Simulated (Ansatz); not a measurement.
# ClGeH₆NSi₂: up Jacob's ladder to CCSD(T)

Aim: compute ClGeH₆NSi₂ with functionals from several rungs and with coupled cluster, and see how far each lands from CCSD(T) at the basis-set limit for the atomisation energy.

Computed with Ansatz 0.2.0, Gaussian basis. Level: functionals in def2-TZVPP, the program's frozen cores in correlated methods.

Plan: LDA (SPW92), PBE-D4, revPBE-D4, BLYP-D4, r2SCAN-D4, B97M-V, PBE0-D4, B3LYP-D4, r2SCANh-D4, r2SCAN0-D4, HSE06-D4, BHLYP-D4, CAM-B3LYP-D4, LC-ωPBE, ωB97X-V, ωB97M-V, B2PLYP, PBE-QIDH; CCSD(T)/def2-SVP; CCSD(T)/def2-TZVPP; MP2/def2-QZVPP; extrapolation to the limit; RPA on PBE.

### Step 1. Structure used throughout

The geometry comes from an earlier relaxation with PBE0-D4 in a triple-zeta def2 set; it is a stationary point, not always the lowest conformer.

SMILES `[SiH3][N]([SiH3])[Ge][Cl]`, 11 atoms, charge 0, spin multiplicity 1.

Atoms are counted from 1 here; the program's logs count them from 0.

Bond lengths: Si1–N2 1.745 Å, Si1–H6 1.485 Å, Si1–H7 1.485 Å, Si1–H8 1.490 Å, N2–Si3 1.754 Å, N2–Ge4 1.845 Å, Si3–H9 1.491 Å, Si3–H10 1.482 Å, Si3–H11 1.481 Å, Ge4–Cl5 2.212 Å. Angles: N2–Si1–H6 111.3°, N2–Si1–H7 111.3°, N2–Si1–H8 106.8°, H6–Si1–H7 108.7°, H6–Si1–H8 109.3°, H7–Si1–H8 109.3°, Si1–N2–Si3 118.0°, Si1–N2–Ge4 116.8°, Si3–N2–Ge4 125.2°, N2–Si3–H9 105.5°, N2–Si3–H10 111.7°, N2–Si3–H11 111.7°, H9–Si3–H10 108.6°, H9–Si3–H11 108.6°, H10–Si3–H11 110.5°, N2–Ge4–Cl5 97.6°.

### Step 2. LDA

This LDA is Slater exchange with PW92 correlation.

Contents of in.yaml:

```yaml
crystal:
  periodic: [false, false, false]
  atoms:
    - {symbol: Si, position_ang: [0.881863, 1.470943, -0.169038]}
    - {symbol: N, position_ang: [0.009890, -0.012926, -0.455106]}
    - {symbol: Si, position_ang: [-0.556969, -0.915743, 0.938264]}
    - {symbol: Ge, position_ang: [-0.237698, -0.507336, -2.215658]}
    - {symbol: Cl, position_ang: [-1.345112, -2.385604, -1.840530]}
    - {symbol: H, position_ang: [0.043935, 2.457167, 0.559953]}
    - {symbol: H, position_ang: [2.120132, 1.225386, 0.613766]}
    - {symbol: H, position_ang: [1.243995, 2.022794, -1.504309]}
    - {symbol: H, position_ang: [-0.131150, -0.123690, 2.127535]}
    - {symbol: H, position_ang: [0.070251, -2.255982, 1.013963]}
    - {symbol: H, position_ang: [-2.033837, -1.032009, 0.951858]}
basis:
  gaussian: {orbitals: def2-TZVPP}
hamiltonian: {xc: lda}
output: {orbitals: {seedname: orbitals}}
```

The run is started by

```console
ansatz run in.yaml --threads 4 --pin off --events-out ev --progress --plain --max-ram 11315MiB
```

The runs that follow: PBE-D4 (GGA); revPBE-D4 (GGA); BLYP-D4 (GGA); r2SCAN-D4 (meta-GGA); B97M-V (meta-GGA); PBE0-D4 (hybrid); B3LYP-D4 (hybrid); r2SCANh-D4 (hybrid); r2SCAN0-D4 (hybrid); HSE06-D4 (hybrid); BHLYP-D4 (hybrid); CAM-B3LYP-D4 (range-separated); LC-ωPBE (range-separated); ωB97X-V (range-separated); ωB97M-V (range-separated); B2PLYP (double hybrid); PBE-QIDH (double hybrid); CCSD(T) in def2-SVP; CCSD(T) in def2-TZVPP; MP2 in def2-QZVPP; RPA on PBE orbitals.

Before running them: what should the planned runs give, taken together? Wanted: atomisation energy, CCSD(T)/CBS; farthest beyond LDA; mean size of error, GGA; mean size of error, meta-GGA; mean size of error, hybrid; mean size of error, range-separated; mean size of error, double hybrid; gap, smallest and largest; T1 diagnostic.

**Answer**, as computed:

| quantity | value |
| --- | --- |
| atomisation energy, CCSD(T)/CBS | 821.5 kcal/mol |
| functionals within 8.2 kcal/mol (1.0 %) | PBE-D4, BLYP-D4, r2SCAN-D4, B97M-V, B3LYP-D4, CAM-B3LYP-D4, ωB97X-V, ωB97M-V |
| farthest beyond LDA | LC-ωPBE (-21.3 kcal/mol) |
| mean size of error, GGA | 9.9 kcal/mol |
| mean size of error, meta-GGA | 3.5 kcal/mol |
| mean size of error, hybrid | 12.5 kcal/mol |
| mean size of error, range-separated | 7.2 kcal/mol |
| mean size of error, double hybrid | 16.3 kcal/mol |
| gap, smallest and largest | 3.48 eV (LDA (SPW92)), 9.99 eV (LC-ωPBE) |
| T1 diagnostic | 0.0135 |
| triples share of the correlation energy | 4.0 % |

The LDA atomisation energy is off by 95.1 kcal/mol (12 %): it overbinds. PBE-D4 misses by -4.3 kcal/mol. Double hybrids carry the basis error of their MP2 part in triple zeta, and no dispersion term here, so their miss is partly the set-up's. The rungs meta-GGA, range-separated miss on average by less than the doubt on the reference (8.2 kcal/mol), so they tie. Misses under about 8.2 kcal/mol are within the doubt on the reference itself, which lacks core-valence correlation, relativity and higher excitations, and its outer-core shells are covered unevenly. Hartree-Fock recovers 72 % of the binding; the rest is correlation. CCSD(T) in def2-SVP is off by -70.6 kcal/mol, which most functionals beat. The gap grows from 3.5 to 10.0 eV across the functionals, mostly with the share of exact exchange. Correlated methods include outer-core shells of Ge, which these sets cover unevenly.
